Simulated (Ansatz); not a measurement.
**BClH₁₀O₂Si₄ + HCl: a complex and its separated parts**

The complex below is one end of an elementary step. How strongly is it bound against its free parts?

Method: PBE0-D4/def2-TZVP structures, single points in def2-TZVPP, no counterpoise correction; program: Ansatz 0.2.0, Gaussian basis.

Levels: SPW92, PBE-D4, BLYP-D4, r2SCAN-D4, B97M-V, PBE0-D4, B3LYP-D4, r2SCAN0-D4, BHLYP-D4, CAM-B3LYP-D4, wB97X-V, wB97M-V, B2PLYP, PBE-QIDH, RPA on PBE, Hartree-Fock, MP2, CCSD, CCSD(T).

Correlated methods freeze the cores. B3LYP uses VWN-RPA correlation. B2PLYP carries no dispersion term here.

94 further runs of the same task are left out: 94 set aside as unsound or not needed. Runs told in other sessions of the task aren't counted.

## 1. Starting geometry

The complex: 20 atoms, charge 0, spin multiplicity 1.

Atoms are counted from 1 here; the program's logs count them from 0.

Bond lengths: B1–Cl3 1.770 Å, B1–O4 1.331 Å, B1–O10 1.371 Å, Cl2–H9 1.294 Å, O4–Si5 1.684 Å, Si5–Si6 2.342 Å, Si5–Si7 2.346 Å, Si5–Si8 2.356 Å, Si6–H11 1.488 Å, Si6–H12 1.489 Å, Si6–H13 1.487 Å, Si7–H14 1.484 Å, Si7–H15 1.490 Å, Si7–H16 1.489 Å, Si8–H17 1.490 Å, Si8–H18 1.485 Å, Si8–H19 1.485 Å, O10–H20 0.961 Å. Angles: Cl3–B1–O4 120.1°, Cl3–B1–O10 118.9°, O4–B1–O10 121.1°, B1–O4–Si5 137.1°, O4–Si5–Si6 106.2°, O4–Si5–Si7 112.0°, O4–Si5–Si8 109.3°, Si6–Si5–Si7 107.9°, Si6–Si5–Si8 108.6°, Si7–Si5–Si8 112.6°, Si5–Si6–H11 111.5°, Si5–Si6–H12 107.8°, Si5–Si6–H13 110.6°, H11–Si6–H12 108.9°, H11–Si6–H13 109.1°, H12–Si6–H13 109.0°, Si5–Si7–H14 113.7°, Si5–Si7–H15 106.2° and more.

Coordinates:

```mol
BCl2H11O2Si4
  3D, bonds by distance, orders not assigned

 20 18  0  0  0  0  0  0  0  0999 V2000
   -1.7534   -0.8409   -1.4374 B   0  0
    0.2685   -3.5128    0.6549 Cl  0  0
   -2.7034   -0.8932   -2.9305 Cl  0  0
   -0.7100   -0.0195   -1.3394 O   0  0
    0.3032    0.5481   -0.1193 Si  0  0
    0.6236    2.8281   -0.5452 Si  0  0
   -0.6757    0.3418    2.0025 Si  0  0
    2.3853   -0.5442   -0.2657 Si  0  0
   -0.7444   -2.7754    0.3306 H   0  0
   -2.1125   -1.6572   -0.3956 O   0  0
   -0.6535    3.5854   -0.4448 H   0  0
    1.5768    3.3518    0.4714 H   0  0
    1.2030    3.0301   -1.9003 H   0  0
   -0.7554   -1.0579    2.4896 H   0  0
    0.1793    1.1306    2.9329 H   0  0
   -2.0394    0.9387    1.9906 H   0  0
    3.4167    0.4472   -0.6811 H   0  0
    2.3137   -1.6195   -1.2875 H   0  0
    2.7826   -1.1103    1.0489 H   0  0
   -2.9050   -2.1710   -0.5749 H   0  0
  1  3  8  0
  1  4  8  0
  1 10  8  0
  2  9  8  0
  4  5  8  0
  5  6  8  0
  5  7  8  0
  5  8  8  0
  6 11  8  0
  6 12  8  0
  6 13  8  0
  7 14  8  0
  7 15  8  0
  7 16  8  0
  8 17  8  0
  8 18  8  0
  8 19  8  0
 10 20  8  0
M  END
```

Its parts: BClH₁₀O₂Si₄ holds atoms 1, 3, 4, 5, 6, 7, 8, 10, 11, 12, 13, 14, 15, 16, 17, 18, 19, 20; HCl holds atoms 2, 9. Each part counts its atoms afresh in its own runs.

## 2. Relaxing BClH₁₀O₂Si₄ alone

Contents of relax-a/in.yaml:

```yaml
crystal:
  periodic: [false, false, false]
  atoms:
    - {symbol: B, position_ang: [-1.753394, -0.840858, -1.437385]}
    - {symbol: Cl, position_ang: [-2.703393, -0.893171, -2.930464]}
    - {symbol: O, position_ang: [-0.710009, -0.019505, -1.339384]}
    - {symbol: Si, position_ang: [0.303212, 0.548067, -0.119300]}
    - {symbol: Si, position_ang: [0.623626, 2.828137, -0.545218]}
    - {symbol: Si, position_ang: [-0.675717, 0.341803, 2.002516]}
    - {symbol: Si, position_ang: [2.385341, -0.544162, -0.265685]}
    - {symbol: O, position_ang: [-2.112469, -1.657163, -0.395641]}
    - {symbol: H, position_ang: [-0.653489, 3.585365, -0.444756]}
    - {symbol: H, position_ang: [1.576765, 3.351835, 0.471431]}
    - {symbol: H, position_ang: [1.202955, 3.030071, -1.900255]}
    - {symbol: H, position_ang: [-0.755445, -1.057887, 2.489601]}
    - {symbol: H, position_ang: [0.179325, 1.130571, 2.932874]}
    - {symbol: H, position_ang: [-2.039435, 0.938680, 1.990553]}
    - {symbol: H, position_ang: [3.416658, 0.447201, -0.681066]}
    - {symbol: H, position_ang: [2.313683, -1.619484, -1.287485]}
    - {symbol: H, position_ang: [2.782641, -1.110285, 1.048883]}
    - {symbol: H, position_ang: [-2.904951, -2.170986, -0.574946]}
basis:
  gaussian: {orbitals: def2-TZVP}
hamiltonian: {xc: pbe0, dispersion: d4}
relax: {f_tol: 0.005, max_steps: 200}
```

Run with:

```console
ansatz run in.yaml --threads 4 --pin off --events-out ev --progress --plain --max-ram 66560MiB --backend cuda --devices 0, --max-vram 37GiB
```

After this run come: Relaxing HCl alone; SPW92/def2-TZVPP; PBE-D4/def2-TZVPP; BLYP-D4/def2-TZVPP; r2SCAN-D4/def2-TZVPP; B97M-V/def2-TZVPP; PBE0-D4/def2-TZVPP; B3LYP-D4/def2-TZVPP; r2SCAN0-D4/def2-TZVPP; BHLYP-D4/def2-TZVPP; CAM-B3LYP-D4/def2-TZVPP; wB97X-V/def2-TZVPP; wB97M-V/def2-TZVPP; B2PLYP/def2-TZVPP; PBE-QIDH/def2-TZVPP; RPA on PBE/def2-TZVPP; CCSD(T)/def2-TZVPP; Vibrations of BClH₁₀O₂Si₄; Vibrations of HCl.

Before running it: what results should come out? Wanted: complex less parts, CCSD(T)/def2-TZVPP; largest T1 diagnostic.

As calculated:

| quantity | value |
| --- | --- |
| complex less parts, CCSD(T)/def2-TZVPP | -0.143 eV |
| largest T1 diagnostic | 0.013 |

**Reading.** At CCSD(T) the complex lies 0.143 eV below its parts. Among the functionals PBE-QIDH lands nearest to CCSD(T) (+0.019 eV) and SPW92 farthest (-0.197 eV). Mean unsigned error by rung: LDA 0.197, GGA 0.078, meta-GGA 0.035, hybrid 0.049, range-separated hybrid 0.043, double hybrid 0.035 eV. The double hybrids carry no dispersion term here, unlike the levels marked D4 or V. PBE-D4 gives a relative energy 0.082 eV too low, outside chemical accuracy (1 kcal/mol, 0.043 eV). No counterpoise was applied, and triple zeta lacks some correlation, so the CCSD(T) reference has a basis error of its own, and close matches with it are partly luck.
